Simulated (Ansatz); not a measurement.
This was printed by a script on Ansatz 0.2.0 through its Python package, for a single point in a Gaussian basis of C₃H₇GeN, SMILES C[N]1C=[CH][GeH2]1. What did the script look like? Use: B3LYP, 6-31G* basis, multiplicity 1.

```json
{"atom": "C", "x (Å)": "-1.6802", "y (Å)": "0.0426", "z (Å)": "0.5488"}
{"atom": "N", "x (Å)": "-0.3305", "y (Å)": "0.0776", "z (Å)": "0.1589"}
{"atom": "C", "x (Å)": "0.8368", "y (Å)": "0.7969", "z (Å)": "0.6402"}
{"atom": "C", "x (Å)": "1.8392", "y (Å)": "0.3986", "z (Å)": "-0.3268"}
{"atom": "Ge", "x (Å)": "0.6488", "y (Å)": "-0.8951", "z (Å)": "-1.0052"}
{"atom": "H", "x (Å)": "-2.1568", "y (Å)": "1.1098", "z (Å)": "0.3491"}
{"atom": "H", "x (Å)": "-1.7968", "y (Å)": "-0.1577", "z (Å)": "1.6183"}
{"atom": "H", "x (Å)": "-2.2450", "y (Å)": "-0.6468", "z (Å)": "-0.0690"}
{"atom": "H", "x (Å)": "0.9901", "y (Å)": "1.5289", "z (Å)": "1.4978"}
{"atom": "H", "x (Å)": "2.7982", "y (Å)": "0.6387", "z (Å)": "-0.5106"}
{"atom": "H", "x (Å)": "0.2182", "y (Å)": "-0.6457", "z (Å)": "-2.4389"}
{"atom": "H", "x (Å)": "0.9550", "y (Å)": "-2.3029", "z (Å)": "-0.4286"}
```

```console
$ python energy_c3h7gen.py
crystal:
  periodic: [false, false, false]
  atoms:
    - { symbol: C, position_ang: [-1.6802, 0.0426, 0.5488] }
    - { symbol: "N", position_ang: [-0.3305, 0.0776, 0.1589] }
    - { symbol: C, position_ang: [0.8368, 0.7969, 0.6402] }
    - { symbol: C, position_ang: [1.8392, 0.3986, -0.3268] }
    - { symbol: Ge, position_ang: [0.6488, -0.8951, -1.0052] }
    - { symbol: H, position_ang: [-2.1568, 1.1098, 0.3491] }
    - { symbol: H, position_ang: [-1.7968, -0.1577, 1.6183] }
    - { symbol: H, position_ang: [-2.245, -0.6468, -0.069] }
    - { symbol: H, position_ang: [0.9901, 1.5289, 1.4978] }
    - { symbol: H, position_ang: [2.7982, 0.6387, -0.5106] }
    - { symbol: H, position_ang: [0.2182, -0.6457, -2.4389] }
    - { symbol: H, position_ang: [0.955, -2.3029, -0.4286] }
accuracy: high
basis:
  gaussian:
    orbitals: "6-31G*"
hamiltonian:
  xc: b3lyp
scf:
  lower_state_search: "off"

converged              True
free_energy_ev         -61223.9635592287
reference_energy_ev    -61223.9635592287
n_frozen               0
n_occupied             [32, 32]
n_virtual              [77, 77]
```

One script that gives this output:

`energy_c3h7gen.py`
```python
"""Single point of C3H7GeN in a Gaussian basis."""

import ansatz as az


def main() -> None:
    geometry_ang = [
        ("C", [-1.6802, 0.0426, 0.5488]),
        ("N", [-0.3305, 0.0776, 0.1589]),
        ("C", [0.8368, 0.7969, 0.6402]),
        ("C", [1.8392, 0.3986, -0.3268]),
        ("Ge", [0.6488, -0.8951, -1.0052]),
        ("H", [-2.1568, 1.1098, 0.3491]),
        ("H", [-1.7968, -0.1577, 1.6183]),
        ("H", [-2.245, -0.6468, -0.069]),
        ("H", [0.9901, 1.5289, 1.4978]),
        ("H", [2.7982, 0.6387, -0.5106]),
        ("H", [0.2182, -0.6457, -2.4389]),
        ("H", [0.955, -2.3029, -0.4286]),
    ]
    geometry = az.Crystal.molecule()
    for symbol, xyz in geometry_ang:
        geometry = geometry.atom(symbol, xyz)

    setup = (
        geometry.calculation()
        .basis(gaussian="6-31G*")
        .functional("B3LYP")
        .accuracy("high")
        .scf(lower_state_search="off")
    )
    print(setup.to_yaml())
    res = setup.run(threads=1)
    r = res.report

    for key in ("converged", "free_energy_ev", "reference_energy_ev", "n_frozen", "n_occupied", "n_virtual"):
        print(f"{key:22s} {r[key]}")


if __name__ == "__main__":
    main()
```

What to keep in mind:
- These settings explore the input space; basis and method may be short of convergence.
- The geometry is a force-field or estimated start, not a minimum of this method, and the basis set is short of its limit.
- b3lyp holds the VWN-RPA fit, as in Gaussian; the form of ORCA and Turbomole is b3lyp5.
- Run time: 19 s on 1 thread of Arm Neoverse N1, on a shared host, peak memory 0.43 GiB.
